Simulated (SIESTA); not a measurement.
The system is LiLaO3.

```xyz
5
Lattice="3.8226 0.0000 0.0000 0.0000 3.8226 0.0000 0.0000 0.0000 3.8226" Properties=species:S:1:pos:R:3 pbc="T T T"
La    0.0000    0.0000    0.0000
O     0.0000    1.9113    1.9113
O     1.9113    0.0000    1.9113
O     1.9113    1.9113    0.0000
Li    1.9113    1.9113    1.9113
```

The cell comes from a database or a generator and needn't be the stable form of this composition.

| Property | Result |
| --- | --- |
| Program | SIESTA 5.4.2 |
| Task | single point |
| Functional | PBEsol |
| Potentials or basis | PseudoDojo 0.4 standard (PBEsol files) |
| Basis | DZP (energy shift 0.003 Ry; two zetas on semicore shells) |
| Grid cutoff | 800 Ry |
| Energy shift | 0.003 Ry |
| k mesh | 7 × 7 × 7 |
| Occupations | fermi-dirac, width 0.05 eV |
| Spin | no spin polarisation |

On this cell: pressure -4.3 GPa; largest force zero by symmetry; band gap on the k mesh none (metal or under the smearing width).

The same run follows on a disturbed copy (atoms moved at random, drawn with an rms of 0.05 Å):

```
La O Li
1.0
     3.82263    0.00000    0.00000
     0.00000    3.82263    0.00000
     0.00000    0.00000    3.82263
La O Li
1 3 1
Direct
  0.99066 0.99479 0.00714
  0.00604 0.48840 0.50502
  0.49053 0.00088 0.50679
  0.49916 0.49946 0.99534
  0.49699 0.50176 0.49594
```

Question: What does the disturbed cell give?

Answer: The energy (extrapolated to zero smearing) moves by +4.3 meV/atom; pressure -4.2 GPa; largest force 0.475 eV/Å; band gap on the k mesh none (metal or under the smearing width).

Forces in eV/Å, atoms in the order of the input:
```
La   0.122  0.053 -0.119
O   -0.450  0.125 -0.088
O    0.125 -0.118 -0.106
O    0.040  0.018  0.236
Li   0.161 -0.079  0.075
```

Stress tensor (GPa, compression positive):
```
-4.15  0.20 -0.06
 0.20 -4.19  0.00
-0.06  0.00 -4.24
```

Caveats: the basis of atomic orbitals isn't converged, which shifts pressures, moduli and gaps.
